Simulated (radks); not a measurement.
# Taking charge from the 2p level of Zr in fractions

One table from this session's results is given with a row withheld; the runs are named, their logs left out.

Program: radks (a radial shooting solver on a logarithmic mesh, Libxc functionals) version 1. Level of theory: scalar-relativistic Kohn-Sham, PBEsol, spin-polarised, spherical densities, finite nucleus; open shells are filled with parallel spins first. These are calculated values, not measurements, unless marked.

### The atom as given

| Property | Result |
| --- | --- |
| element | zirconium (Z = 40) |
| charge | 0 |
| electrons | 40 |
| configuration | [He] 2s2 2p(up 3, down 3) 3s2 3p6 3d10 4s2 4p6 4d2 5s2 |
| nuclear rms radius | 4.2694 fm |

A shell typed twice in an input gives spin up, then spin down.

Set-up of the first run:

Settings of this run:

```text
Z 40
configuration [He] 2s2 2p3 2p3 3s2 3p6 3d10 4s2 4p6 4d2 5s2
relativity scalar-relativistic
functional pbe_sol,pbe_sol
spin polarised
nucleus finite rms 4.2694 fm
c 137.035999084
```

Among the steps run: Start: [He] 2s2 2p(up 3, down 3) 3s2 3p6 3d10 4s2 4p6 4d2 5s2.

One of the session's tables, all rows but one given; the rest of the session is left out.

From the orbitals of this run (lengths in bohr):

| level | <r> | outermost maximum (interpolated) | 90 % within | nodes |
| --- | --- | --- | --- | --- |
| 4s up | 1.215 | 1.08 | 1.78 | 3 |
| 4s down | 1.210 | 1.08 | 1.77 | 3 |
| 4p up | 1.373 | 1.18 | 2.04 | 2 |
| 4p down | 1.365 | 1.18 | 2.03 | 2 |
| 5s up | 3.644 | 3.10 | 5.40 | 4 |
| 4d up | 2.260 | 1.61 | 3.72 | 1 |
| 5s down | 3.822 | 3.23 | 5.69 | 4 |
| 4d down | ? | ? | ? | ? |

Q: Estimate the row for 4d down from the others.

The run gave: <r>: 2.378; outermost maximum (interpolated): 1.60; 90 % within: 4.02; nodes: 1. In the column «<r>» it lies between 4d up (2.260) and 5s up (3.644).
